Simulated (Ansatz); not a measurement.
**C₃H₁₂GaN: how energies converge with the basis set**

The task here is to estimate one member of a computed series from the others.

The runs use Ansatz 0.2.0, Gaussian basis; one geometry, several basis sets.

Plan: PBE0-D4/def2-SVP; ωB97M-V/def2-SVP; PBE0-D4/def2-QZVPP; ωB97M-V/def2-QZVPP; the functionals' def2-TZVPP values are taken from earlier runs.

### The relaxed structure

An earlier PBE0-D4 in a triple-zeta def2 set relaxation fixed the geometry.

SMILES `[CH3][Ga-]([CH3])([CH3])[NH3+]`, 17 atoms, charge 0, spin multiplicity 1.

Atoms are counted from 1 here; the program's logs count them from 0.

Bond lengths: C1–Ga2 1.995 Å, C1–H6 1.094 Å, C1–H7 1.094 Å, C1–H8 1.094 Å, Ga2–C3 1.995 Å, Ga2–C4 1.995 Å, Ga2–N5 2.186 Å, C3–H9 1.094 Å, C3–H10 1.094 Å, C3–H11 1.094 Å, C4–H12 1.094 Å, C4–H13 1.094 Å, C4–H14 1.094 Å, N5–H15 1.013 Å, N5–H16 1.013 Å, N5–H17 1.013 Å. Angles: Ga2–C1–H6 110.3°, Ga2–C1–H7 112.2°, Ga2–C1–H8 112.2°, H6–C1–H7 106.8°, H6–C1–H8 106.8°, H7–C1–H8 108.1°, C1–Ga2–C3 117.9°, C1–Ga2–C4 117.9°, C1–Ga2–N5 98.5°, C3–Ga2–C4 117.9°, C3–Ga2–N5 98.5°, C4–Ga2–N5 98.5°, Ga2–C3–H9 112.2°, Ga2–C3–H10 110.4°, Ga2–C3–H11 112.2°, H9–C3–H10 106.8°, H9–C3–H11 108.1°, H10–C3–H11 106.8° and more.

As a file:

```
C    -0.71068    0.77597   -1.78055
Ga    0.15572   -0.15667   -0.24437
C     2.02593    0.35657    0.22373
C    -0.43198   -2.01808    0.16768
N    -0.87736    0.87506    1.38256
H    -0.31691    0.39532   -2.72768
H    -0.52277    1.85393   -1.76961
H    -1.79362    0.62052   -1.80210
H     2.31820   -0.00309    1.21504
H     2.73027   -0.07861   -0.49145
H     2.17659    1.44008    0.19788
H    -0.09450   -2.35022    1.15416
H    -0.01604   -2.71883   -0.56233
H    -1.52008   -2.12695    0.12691
H    -0.56361    0.53134    2.28289
H    -1.87870    0.73103    1.32147
H    -0.69936    1.87213    1.34618
```

Set-up of the first run:

The input, in.yaml:

```yaml
crystal:
  periodic: [false, false, false]
  atoms:
    - {symbol: C, position_ang: [-0.710678, 0.775966, -1.780554]}
    - {symbol: Ga, position_ang: [0.155723, -0.156668, -0.244371]}
    - {symbol: C, position_ang: [2.025932, 0.356568, 0.223735]}
    - {symbol: C, position_ang: [-0.431981, -2.018081, 0.167679]}
    - {symbol: N, position_ang: [-0.877362, 0.875059, 1.382562]}
    - {symbol: H, position_ang: [-0.316911, 0.395325, -2.727675]}
    - {symbol: H, position_ang: [-0.522774, 1.853925, -1.769607]}
    - {symbol: H, position_ang: [-1.793620, 0.620520, -1.802103]}
    - {symbol: H, position_ang: [2.318196, -0.003090, 1.215039]}
    - {symbol: H, position_ang: [2.730272, -0.078612, -0.491455]}
    - {symbol: H, position_ang: [2.176595, 1.440082, 0.197881]}
    - {symbol: H, position_ang: [-0.094504, -2.350216, 1.154157]}
    - {symbol: H, position_ang: [-0.016042, -2.718835, -0.562332]}
    - {symbol: H, position_ang: [-1.520077, -2.126945, 0.126908]}
    - {symbol: H, position_ang: [-0.563614, 0.531341, 2.282886]}
    - {symbol: H, position_ang: [-1.878700, 0.731034, 1.321470]}
    - {symbol: H, position_ang: [-0.699356, 1.872126, 1.346183]}
basis:
  gaussian: {orbitals: def2-SVP}
hamiltonian: {xc: pbe0, dispersion: d4}
output: {orbitals: {seedname: orbitals}}
```

Command:

```sh
$ ansatz run in.yaml --threads 4 --pin off --events-out ev --progress --plain --max-ram 11315MiB
```

Among the steps run: PBE0-D4 in def2-SVP; ωB97M-V in def2-SVP; PBE0-D4 in def2-QZVPP; ωB97M-V in def2-QZVPP.

One table of the session follows, with a row left open; its other results are not shown here.

It belongs to the step «Density functionals: the series». 

| functional | basis | HOMO (eV) | LUMO (eV) |
| --- | --- | --- | --- |
| PBE0-D4 | def2-SVP | -6.61 | 0.61 |
| PBE0-D4 | def2-TZVPP | -6.71 | 0.00 |
| PBE0-D4 | def2-QZVPP | -6.74 | -0.26 |
| ωB97M-V | def2-SVP | -8.85 | 2.17 |
| ωB97M-V | def2-TZVPP | -8.95 | 1.37 |
| ωB97M-V | def2-QZVPP | ? | ? |

Q: Estimate the row for ωB97M-V, def2-QZVPP from the others.

**Answer.** HOMO (eV): -8.97; LUMO (eV): 0.93. In the column «HOMO (eV)» it is the lowest.
